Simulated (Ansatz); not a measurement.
# Ti12CO: the cost of one run

Method: DFT PBE+D3(BJ), scalar-relativistic, plane waves, PAW, in Ansatz 0.2.0.

2 further runs of the same task are left out: 2 set aside as unsound or not needed.

## Step 1: The structure to begin with

It takes space group P6_3/mmc (No. 194, hexagonal). Conventional cell: a = 2.886 Å, b = 2.886 Å, c = 4.574 Å, α = 90.00°, β = 90.00°, γ = 120.00°. Ti (site symmetry -6m2) is surrounded by 12 Ti at 2.83 to 2.89 Å.

Structure file:

```
CELL_PARAMETERS angstrom
2.88618 0.00000 0.00000
-1.44309 2.49950 0.00000
0.00000 0.00000 4.57397
ATOMIC_POSITIONS crystal
Ti 0.33333 0.66667 0.25000
Ti 0.66667 0.33333 0.75000
```

It is the result of an earlier relaxation at this level (volume 16.50 Å³/atom; gap on the mesh: none (metal)).

## Step 2: Setting up the map

Atoms count from 1 in the order of the input.

CO (O end down) is moved over the surface cell at a fixed height above a rigid substrate; the origin of the map has the adsorbate above Ti11; the height is held at 3.40 Å.

First coordinate, position of O13 along the first surface vector, from above Ti11: 4 values from 0.00 to 0.75, periodic. Second coordinate, position of O13 along the second surface vector, from above Ti11: 4 values from 0.00 to 0.75, periodic.

Nothing else is relaxed. Points are written as (first, second).

The two vectors of the plane (Å): (2.886, 0.000, 0.000); (0.000, 4.574, 0.000).

## Step 3: Point (0/4, 0/4) of the map's two axes

The cell repeats along c, and a dipole correction in the vacuum removes the field between the copies.

Contents of input.yaml:

```yaml
crystal:
  lattice:
    - [5.7723543929, 0.0, 0.0]
    - [0.0, 4.5739693184, 0.0]
    - [0.0, 0.0, 24.9019456848]
  atoms:
    - { symbol: Ti, position: [0.0, 0.75, 0.1606300187] }
    - { symbol: Ti, position: [0.5, 0.75, 0.1606300187] }
    - { symbol: Ti, position: [0.25, 0.25, 0.1940879501] }
    - { symbol: Ti, position: [0.75, 0.25, 0.1940879501] }
    - { symbol: Ti, position: [0.25, 0.75, 0.2610038129] }
    - { symbol: Ti, position: [0.75, 0.75, 0.2610038129] }
    - { symbol: Ti, position: [0.0, 0.25, 0.2943786325] }
    - { symbol: Ti, position: [0.5, 0.25, 0.2943786325] }
    - { symbol: Ti, position: [0.0, 0.75, 0.358860035] }
    - { symbol: Ti, position: [0.5, 0.75, 0.358860035] }
    - { symbol: Ti, position: [0.25, 0.25, 0.3916138043] }
    - { symbol: Ti, position: [0.75, 0.25, 0.3916138043] }
    - { symbol: O, position: [0.25, 0.25, 0.5281493202] }
    - { symbol: C, position: [0.25, 0.25, 0.5743304506] }
basis:
  ecutwfc: 420
kpoints:
  mp_grid: { grid: [5, 6, 1] }
hamiltonian:
  xc: pbe
  pseudopotentials: { kind: paw, azcp: { folder: soft_1 } }
  dispersion: d3bj
scf:
  occupations: { method: gaussian, width: 0.1 }
output:
  forces: true
  eigenvalues: true
efield:
  axis: 3
  dipole_correction: true
  ramp_width: 0.04
```

Started as:

```console
ansatz run input.yaml --threads 4 --pin off --max-ram 12288MiB --backend cpu --events-out ev --progress --plain --runs-dir out
```

**Question.** How long does this run take on 4 threads of AMD EPYC 7R13 (Zen 3), shared host, and how much memory does it need?

About 44 s, with a peak of 1.7 GiB.
